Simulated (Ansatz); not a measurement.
**CH₁₂GaGe₂NOSn: small, medium and large basis sets**

One table from this session's results is given with a row withheld; the runs are named, their logs left out.

Computed with Ansatz 0.2.0, Gaussian basis. Level: one geometry, several basis sets.

Levels to be run: PBE0-D4/def2-SVP; ωB97M-V/def2-SVP; PBE0-D4/def2-QZVPP; ωB97M-V/def2-QZVPP; the functionals' def2-TZVPP values are taken from earlier runs.

### The relaxed structure

All runs share one geometry, relaxed beforehand with PBE0-D4 in a triple-zeta def2 set. Sn takes the def2 core potential; no spin-orbit term is included.

19 atoms, charge 0, spin multiplicity 1.

Atoms are counted from 1 here; the program's logs count them from 0.

Bond lengths: C1–N2 1.448 Å, C1–H8 1.098 Å, C1–H9 1.098 Å, C1–H10 1.095 Å, N2–Ge3 1.884 Å, N2–Ge5 1.798 Å, Ge3–Ga4 2.459 Å, Ge3–H11 1.550 Å, Ge3–H12 1.553 Å, Ga4–H13 1.579 Å, Ga4–H14 1.571 Å, Ge5–O6 1.856 Å, Ge5–Sn7 2.613 Å, Ge5–H15 1.554 Å, O6–H16 0.962 Å, Sn7–H17 1.706 Å, Sn7–H18 1.702 Å, Sn7–H19 1.706 Å. Angles: N2–C1–H8 113.0°, N2–C1–H9 111.7°, N2–C1–H10 110.4°, H8–C1–H9 107.1°, H8–C1–H10 107.6°, H9–C1–H10 106.8°, C1–N2–Ge3 119.7°, C1–N2–Ge5 120.2°, Ge3–N2–Ge5 119.8°, N2–Ge3–Ga4 100.3°, N2–Ge3–H11 102.5°, N2–Ge3–H12 107.1°, Ga4–Ge3–H11 118.4°, Ga4–Ge3–H12 121.2°, H11–Ge3–H12 105.1°, Ge3–Ga4–H13 118.7°, Ge3–Ga4–H14 117.3°, H13–Ga4–H14 120.2° and more.

The first run:

The input, in.yaml:

```yaml
crystal:
  periodic: [false, false, false]
  atoms:
    - {symbol: C, position_ang: [1.268374, -0.687274, 1.685651]}
    - {symbol: N, position_ang: [0.734088, -0.554353, 0.345939]}
    - {symbol: Ge, position_ang: [0.903907, -1.981369, -0.872034]}
    - {symbol: Ga, position_ang: [-0.759310, -1.320643, -2.557849]}
    - {symbol: Ge, position_ang: [0.090020, 1.027201, -0.216904]}
    - {symbol: O, position_ang: [-1.126363, 0.479560, -1.507940]}
    - {symbol: Sn, position_ang: [-1.201933, 2.320295, 1.650050]}
    - {symbol: H, position_ang: [2.357749, -0.558109, 1.728445]}
    - {symbol: H, position_ang: [0.828933, 0.047987, 2.373220]}
    - {symbol: H, position_ang: [1.037074, -1.677538, 2.091662]}
    - {symbol: H, position_ang: [0.604406, -3.215949, 0.015256]}
    - {symbol: H, position_ang: [2.410409, -2.098143, -1.231732]}
    - {symbol: H, position_ang: [-0.254847, -0.670400, -3.905380]}
    - {symbol: H, position_ang: [-2.163918, -2.021698, -2.497225]}
    - {symbol: H, position_ang: [1.041353, 1.905123, -1.076107]}
    - {symbol: H, position_ang: [-1.290507, 1.165813, -2.162292]}
    - {symbol: H, position_ang: [-0.120056, 3.156234, 2.669914]}
    - {symbol: H, position_ang: [-2.128985, 1.229288, 2.570927]}
    - {symbol: H, position_ang: [-2.230393, 3.453983, 0.896420]}
basis:
  gaussian: {orbitals: def2-SVP}
hamiltonian: {xc: pbe0, dispersion: d4}
output: {orbitals: {seedname: orbitals}}
```

Command:

```
$ ansatz run in.yaml --threads 4 --pin off --events-out ev --progress --plain --max-ram 63488MiB --backend cpu
```

Steps of the session up to this table: PBE0-D4 in def2-SVP; ωB97M-V in def2-SVP; PBE0-D4 in def2-QZVPP; ωB97M-V in def2-QZVPP.

One table of the session follows, with a row left open; its other results are not shown here.

| functional | basis | HOMO (eV) |
| --- | --- | --- |
| PBE0-D4 | def2-SVP | ? |
| PBE0-D4 | def2-TZVPP | -6.57 |
| PBE0-D4 | def2-QZVPP | -6.59 |
| ωB97M-V | def2-SVP | -8.62 |
| ωB97M-V | def2-TZVPP | -8.72 |
| ωB97M-V | def2-QZVPP | -8.73 |

**Question.** Estimate the row for PBE0-D4, def2-SVP.

As computed: HOMO (eV): -6.51. In the column «HOMO (eV)» it is the highest.
